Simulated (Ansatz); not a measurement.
I need a relaxed scan of one distance of FHIn, SMILES [F][InH]. Use Ansatz's Python interface. Level of theory (for the species named): PBE, def2-SVP basis, multiplicity 2.

```yaml
atoms:
  - { symbol: F, position_ang: [1.0647, 0.9185, 0.6739] }
  - { symbol: In, position_ang: [-0.5582, 0.2846, -0.2717] }
  - { symbol: H, position_ang: [-0.5175, -1.2679, -0.4155] }
```

`fhin.py`:
```python
'''Relaxed scan of one distance in FHIn.'''

from dataclasses import dataclass

import ansatz
from ase import Atoms
import numpy as np


@dataclass
class RunConfig:
    basis_set: str = 'def2-SVP'
    xc: str = 'pbe'


settings = RunConfig()


def main() -> None:
    atoms = Atoms(['F', 'In', 'H'], positions=[
        (1.0647, 0.9185, 0.6739),
        (-0.5582, 0.2846, -0.2717),
        (-0.5175, -1.2679, -0.4155),
    ])
    fhin = ansatz.Crystal.molecule_from_ase(atoms)

    setup = (
        fhin.calculation()
        .basis(gaussian=settings.basis_set)  # atom-centred Gaussian functions
        .functional(settings.xc)
        .spin('collinear', total=1)
    )
    symbols = [site.symbol for site in fhin.cartesian_sites]
    pairs = [(0, 1), (1, 2)]
    print('held (A)   E (eV)        ', '  '.join(f'{symbols[i]}{i}-{symbols[j]}{j}' for i, j in pairs))
    for length in [1.43, 1.56, 1.68, 1.87, 2.11]:
        rep = setup.relax(constraints=[ansatz.DistanceConstraint((1, 2), at=length)], force_tolerance=0.02, max_steps=60).run().report
        xyz = np.array(rep['positions_ang'])
        print(f'{length:6.2f} {rep["free_energy_ev"]:14.5f}  ', '  '.join(f'{np.linalg.norm(xyz[i] - xyz[j]):.3f}' for i, j in pairs))


if __name__ == '__main__':
    main()
```

Output of `python fhin.py`:
```text
held (A)   E (eV)         F0-In1  In1-H2
DeckWarning: relax.constraints: the input's atoms, or those drawn, lie off the distances that are held; a relaxation that starts there is brought onto them ahead of its first SCF, by positions alone, an atom by 6.48e-2 Å at the most. With the symmetry detection on, the symmetry is detected on the input's atoms as so [...]
  1.43    -7900.78160   2.001  1.430
  1.56    -7901.43675   2.000  1.560
  1.68    -7901.71377   2.001  1.680
  1.87    -7901.79646   2.002  1.870
  2.11    -7901.62878   2.006  2.110
```
(Warnings from the package without file and line, shortened, repeats left out.)

Total energies depend on the basis set; only differences at equal settings carry meaning. The energies are electronic: no zero-point or thermal terms, and the basis set is short of its limit. def2 sets replace the cores of elements past krypton by effective core potentials. The species is open-shell (spin multiplicity 2). Wall time of the script: 22 s on 1 thread of Arm Neoverse V2, on a shared host, peak memory 0.19 GiB.

(Lines on the test bed's own set-up are left out of the output.)
